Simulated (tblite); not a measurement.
# CH11FSi4: the cost of one run

Programs: tblite 0.8.0 and PySCF 2.14.0, with density-fitted response routines of our own. Each step states its level of theory. These are calculated values for one molecule in the gas phase, unless marked as measured. Atoms count from 0, in the outputs and in this text.

**1. The starting structure**

17 atoms, charge 0, multiplicity 1; geometry from: force field or distance geometry start.

Bonds of the start (Å): F0–Si1 1.60, Si1–C2 1.86, C2–Si3 1.84, Si3–Si4 2.29, Si3–Si5 2.29, Si1–H6 1.48, Si1–H7 1.47, C2–H8 1.10, C2–H9 1.09, Si3–H10 1.50, Si4–H11 1.49, Si4–H12 1.48, Si4–H13 1.48, Si5–H14 1.49, Si5–H15 1.48, Si5–H16 1.48.

**2. Optimising the geometry with GFN2-xTB**

Job settings and geometry (Å):

```
{"job": {"kind": "relax", "xc": "GFN2-xTB", "basis": "xTB"}, "charge": 0, "multiplicity": 1}
F     -1.077400    -0.601600    -2.380700
Si    -1.996900    -0.278300    -1.107200
C     -1.189100    -1.040600     0.388300
Si     0.481900    -0.343100     0.688600
Si     0.534000     1.918100     1.067800
Si     2.011600    -0.741300    -0.973500
H     -2.130700     1.188400    -0.950600
H     -3.331200    -0.864500    -1.304500
H     -1.828200    -0.874400     1.263500
H     -1.140900    -2.124300     0.259600
H      0.979900    -1.016800     1.934000
H      0.145500     2.635700    -0.178000
H      1.886300     2.356200     1.490800
H     -0.438900     2.264700     2.121800
H      3.377800    -0.402800    -0.481000
H      1.981000    -2.174300    -1.345400
H      1.728500     0.111000    -2.150600
```

Started as:

```bash
$ OMP_NUM_THREADS=1 python probes_run.py task.json out
```

The driver reads the jobs from task.json and runs them one after another.

**Question.** How long does this first job take on 1 thread of Intel Xeon at 2.50GHz, shared host, and how much memory does it need?

About 1.9 s, with a peak of 0.18 GiB.
